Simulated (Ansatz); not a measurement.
A nudged elastic band was laid between two geometries of a periodic cell of 17 atoms, Mo₁₆F (host Mo, host structure bcc, interstitial F).

Method: DFT PBE-D3(BJ), scalar-relativistic, plane waves, PAW in Ansatz 0.2.0. Settings: cutoff 420 eV, k mesh 3x3x3, fermi-dirac smearing 0.1 eV, no spin polarisation.

| Item | Value |
| --- | --- |
| movable images | 5 |
| climbing image | yes |
| spring | 2.0 eV/Å² |
| optimiser | lbfgs |
| start path | IDPP |
| force threshold | 0.03 eV/Å |
| iteration limit | 38 |
| end points | relaxed |

Image 0:

```xyz
17
Lattice="6.3000 0.0000 0.0000 0.0000 6.3000 0.0000 0.0000 0.0000 6.3000" Properties=species:S:1:pos:R:3
Mo 0.023 0.002 -0.023
Mo 3.118 0.002 -0.024
Mo 0.009 3.153 -0.002
Mo 0.004 0.003 3.174
Mo 1.570 1.569 1.560
Mo 3.132 3.152 -0.002
Mo 3.137 0.003 3.174
Mo 4.720 1.388 1.419
Mo 0.185 3.153 3.315
Mo 1.570 4.736 1.560
Mo 1.571 1.550 4.757
Mo 2.958 3.153 3.313
Mo 4.720 4.915 1.421
Mo 4.720 1.564 4.735
Mo 1.571 4.755 4.757
Mo 4.720 4.741 4.735
F 4.722 3.151 2.367
```

Image 6:

```xyz
17
Lattice="6.3000 0.0000 0.0000 0.0000 6.3000 0.0000 0.0000 0.0000 6.3000" Properties=species:S:1:pos:R:3
Mo 0.028 0.029 0.002
Mo 3.123 0.029 0.002
Mo 0.009 3.133 0.002
Mo 0.014 0.008 3.152
Mo 1.575 1.550 1.549
Mo 3.142 3.133 0.002
Mo 3.137 0.008 3.152
Mo 4.725 1.570 1.564
Mo 0.190 2.992 3.152
Mo 1.575 4.746 1.569
Mo 1.575 1.550 4.755
Mo 2.960 2.992 3.152
Mo 4.725 4.886 1.387
Mo 4.725 1.570 4.741
Mo 1.575 4.746 4.736
Mo 4.725 4.886 4.917
F 4.725 3.939 3.152
```

Question: What changes between the two ends?

Answer: Contacts lost: Mo8–F17. Contacts made: Mo16–F17. The atom that moves furthest is F17, by 1.11 Å; four of its nearest neighbours are Mo8 2.00, Mo9 2.00, Mo13 2.00, Mo12 2.00 Å at the first end and Mo13 2.00, Mo12 2.00, Mo16 2.00, Mo9 2.00 Å at the last.

Question: What energy profile does the band end with?

Answer: The forces met the threshold. The highest image is number 3 of 0 to 6, 0.38 eV above the ends, which have the same energy within 2 meV. By the program's own check the climbing image is a first-order saddle point (lowest curvatures found: -6.48 and 2.55 eV/Å²). Limits of this set-up: coarse k mesh, odd electron count without spin, a small cell, in which the defect meets its images.

```
image  path coordinate (Å)  energy (eV)  Mo8–F17 (Å)  Mo16–F17 (Å)
    0                 0.00         0.00         2.00          2.85
    1                 0.23         0.07         2.05          2.71
    2                 0.45         0.25         2.16          2.54
    3                 0.67         0.38         2.33          2.33
    4                 0.88         0.26         2.54          2.16
    5                 1.10         0.08         2.71          2.05
    6                 1.33         0.00         2.85          2.00
```

Question: What is the geometry of the highest image?

Answer: 
```xyz
17
Lattice="6.3000 0.0000 0.0000 0.0000 6.3000 0.0000 0.0000 0.0000 6.3000" Properties=species:S:1:pos:R:3
Mo 0.031 0.026 -0.021
Mo 3.115 0.026 -0.021
Mo 0.001 3.135 0.020
Mo 0.001 -0.014 3.170
Mo 1.573 1.564 1.578
Mo 3.145 3.135 0.020
Mo 3.145 -0.014 3.170
Mo 4.723 1.559 1.567
Mo 0.229 3.039 3.267
Mo 1.573 4.753 1.552
Mo 1.573 1.523 4.782
Mo 2.917 3.038 3.267
Mo 4.723 4.997 1.309
Mo 4.723 1.553 4.752
Mo 1.573 4.727 4.741
Mo 4.723 4.739 4.746
F 4.723 3.592 2.713
```

The band took 13 iterations and about 50 core-minutes.

Run time: 18 min on 4 threads of AMD EPYC 7R13 Processor (Zen 3) (shared host), peak memory 2.6 GiB.
